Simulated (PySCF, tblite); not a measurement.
# C₈H₁₁FO: geometry, infrared bands and NMR shifts

Aim: predict the infrared bands and NMR shifts of C₈H₁₁FO (`C=C[C@@H]1C[C@]1(CC)C(=O)F`).

Programs: tblite 0.8.0 and PySCF 2.14.0, with density-fitted response routines of our own. Each step states its level of theory. These are calculated values for one molecule in the gas phase, unless marked as measured. Atoms are numbered from 0 throughout.

### 1 The starting structure

21 atoms, charge 0, multiplicity 1; geometry from: force field or distance geometry start.

Bonds of the start (Å): C0–C1 1.35, C1–C2 1.46, C2–C3 1.52, C3–C4 1.54, C4–C5 1.52, C5–C6 1.52, C4–C7 1.50, C7–O8 1.22, C7–F9 1.34, C4–C2 1.54, C0–H10 1.09, C0–H11 1.08, C1–H12 1.07, C2–H13 1.08, C3–H14 1.08, C3–H15 1.07, C5–H16 1.09, C5–H17 1.10, C6–H18 1.10, C6–H19 1.10, C6–H20 1.09.

### 2 Geometry optimisation with GFN2-xTB

Job settings and geometry (Å):

```
{"job": {"kind": "relax", "xc": "GFN2-xTB", "basis": "xTB"}, "charge": 0, "multiplicity": 1}
C      2.839200     0.488600     1.112700
C      2.288200     0.537500    -0.121900
C      1.153200    -0.259600    -0.564400
C      0.137800     0.417400    -1.474600
C     -0.266600     0.020500    -0.044600
C     -1.188700    -1.182700     0.089600
C     -2.642200    -0.817600    -0.147600
C     -0.447400     1.122800     0.953500
O     -0.502100     0.915400     2.155200
F     -0.614600     2.373300     0.516000
H      2.418200    -0.148100     1.890100
H      3.686200     1.100800     1.369500
H      2.752700     1.191400    -0.836700
H      1.402400    -1.287400    -0.804400
H     -0.256900    -0.158500    -2.295000
H      0.252600     1.464700    -1.687200
H     -0.898900    -1.968400    -0.611200
H     -1.069700    -1.611000     1.097000
H     -3.273700    -1.707800    -0.047600
H     -2.988400    -0.081100     0.590700
H     -2.790200    -0.393200    -1.139800
```

Command:

```console
$ OMP_NUM_THREADS=1 python probes_run.py task.json out
```

One launch serves the whole session: the jobs run in the order shown.

**Question.** This job is followed by: GFN2-xTB harmonic vibrations, gas phase; GIAO PBE0/pcSseg-1 NMR shielding, non-relativistic, gas phase. What will the session give for the following? strongest single infrared mode (GFN2-xTB); zero-point energy (GFN2-xTB); ¹³C shifts against TMS (PBE0/pcSseg-1); ¹H shifts against TMS (PBE0/pcSseg-1, means over atoms taken as alike); ¹⁷O shifts against H2O (PBE0/pcSseg-1); ¹⁹F shifts against CFCl3 (PBE0/pcSseg-1); surface potential, 1st and 99th percentile.

As calculated:

| quantity | value |
| --- | --- |
| strongest single infrared mode (GFN2-xTB) | 1834 cm⁻¹, 571 km/mol |
| zero-point energy (GFN2-xTB) | 106.6 kcal/mol |
| ¹³C shifts against TMS (PBE0/pcSseg-1) | 172.9, 144.8, 124.8, 42.1, 34.6, 32.8, 24.4, 13.2 ppm |
| ¹H shifts against TMS (PBE0/pcSseg-1, means over atoms taken as alike) | 6.16, 5.69, 5.52, 2.75, 1.90, 1.70, 1.16, 1.10, 0.62 ppm |
| ¹⁷O shifts against H2O (PBE0/pcSseg-1) | 450.8 ppm |
| ¹⁹F shifts against CFCl3 (PBE0/pcSseg-1) | 39.1 ppm |
| surface potential, 1st and 99th percentile | -1.47 V and 1.13 V |

Over 143 steps the energy fell by 0.427 eV; of the close pairs, C7–F9 changed most, 1.335 to 1.374 Å. No mode is imaginary among the 57: a minimum at this level. The strongest single mode, at 1834 cm⁻¹, moves mainly C7 and O8. GFN2-xTB is a fitted tight-binding method: band positions and strengths are rough. Its intensities can rank the bands wrongly. H12 (hydrogen on an alkene CH) lies farthest downfield among hydrogen, at 6.16 ppm; olefinic region. At PBE0/pcSseg-1: The widest tensor belongs to O8: span 673 ppm, with a paramagnetic part of -517 ppm. By nearest atom (PBE0/pcSseg-1), the HOMO sits on C0 31 %; C1 22 % and the LUMO on C7 37 %; O8 23 %.
